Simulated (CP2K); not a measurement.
The system is HPbNO4.

```
H Pb N O
1.0
     3.85778    0.00000    0.00000
    -0.04303    5.53506    0.00000
    -0.41973   -1.73538    5.78618
H Pb N O
1 1 1 4
Direct
  0.10913 0.65718 0.54463
  0.61029 0.52127 0.15100
  0.91580 0.96263 0.95867
  0.01384 0.13639 0.88084
  0.72398 0.01057 0.12858
  0.00389 0.73732 0.87043
  0.11927 0.59324 0.37651
```

The cell was built by a generator and needn't be a form met in nature.

Base run:

* Program: CP2K 2026.2
* Functional: vdW-DF-cx
* Potentials or basis: POTENTIAL_UZH H GTH-PBE-q1, Pb GTH-PBE-q4, N GTH-PBE-q5, O GTH-PBE-q6; TZVP-MOLOPT-PBE-GTH basis
* Density cutoff: 13606 eV
* k mesh: 7 × 5 × 5
* Occupations: fermi-dirac, width 0.05 eV
* Spin: no spin polarisation

Its results: band gap on the k mesh 3.13 eV, indirect (least direct gap 3.20 eV).

The run is repeated on the same cell with these changes: functional from vdW-DF-cx to TB-mBJ. What comes out?

Band gap on the k mesh 3.54 eV, indirect (least direct gap 3.61 eV).

Caveats: spin-orbit coupling is left out, which as a rule narrows the gap of such compounds by several tenths of an eV; the basis of atomic orbitals isn't converged, which shifts pressures, moduli and gaps; this is a model potential without an energy functional, so only levels have meaning (some runs).

A k mesh can miss the band edges.
